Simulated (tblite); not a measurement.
# C3H16NPSi3: the cost of one run

Computed with tblite 0.8.0 and PySCF 2.14.0, with density-fitted response routines of our own, on a single molecule in the gas phase. Atoms are numbered from 0 throughout.

### Step 1. Starting geometry

24 atoms, charge 0, multiplicity 1; geometry from: force field or distance geometry start.

Bonds of the start (Å): C0–C1 1.53, C1–Si2 1.87, C1–Si3 1.88, Si3–N4 1.73, Si3–P5 2.25, Si3–C6 1.84, C6–Si7 1.84, C0–H8 1.10, C0–H9 1.10, C0–H10 1.09, C1–H11 1.09, Si2–H12 1.48, Si2–H13 1.48, Si2–H14 1.49, N4–H15 1.02, N4–H16 1.01, P5–H17 1.42, P5–H18 1.41, C6–H19 1.09, C6–H20 1.10, Si7–H21 1.49, Si7–H22 1.49, Si7–H23 1.49.

### Step 2. Relaxing the molecule with GFN2-xTB

Job settings and geometry (Å):

```
{"job": {"kind": "relax", "xc": "GFN2-xTB", "basis": "xTB"}, "charge": 0, "multiplicity": 1}
C     -2.008600    -1.388500    -0.687100
C     -1.009800    -0.226200    -0.773900
Si    -1.821800     1.461600    -0.726300
Si     0.314000    -0.200800     0.559000
N     -0.402300    -0.246900     2.127600
P      1.324000    -2.208000     0.614300
C      1.597800     1.119500     0.529900
Si     2.468600     1.154300    -1.091300
H     -2.569300    -1.389700     0.259800
H     -2.755200    -1.321800    -1.494400
H     -1.525200    -2.360100    -0.780800
H     -0.505900    -0.318700    -1.733300
H     -0.836600     2.558000    -0.850000
H     -2.643300     1.658600     0.491300
H     -2.749100     1.574900    -1.892700
H      0.312900    -0.305500     2.853300
H     -0.973800    -1.076100     2.233300
H      1.922500    -2.090500     1.893600
H      0.222500    -2.967000     1.062800
H      1.149500     2.095900     0.735100
H      2.325800     0.965200     1.338100
H      1.497400     1.331600    -2.209200
H      3.419100     2.296400    -1.117100
H      3.235200    -0.096400    -1.334300
```

Command:

```console
OMP_NUM_THREADS=1 python probes_run.py task.json out
```

This one command runs all jobs of the session in turn.

**Question.** How long does this first job take on 1 thread of Arm Neoverse V1, shared host, and how much memory does it need?

About 1.5 s, with a peak of 0.18 GiB.
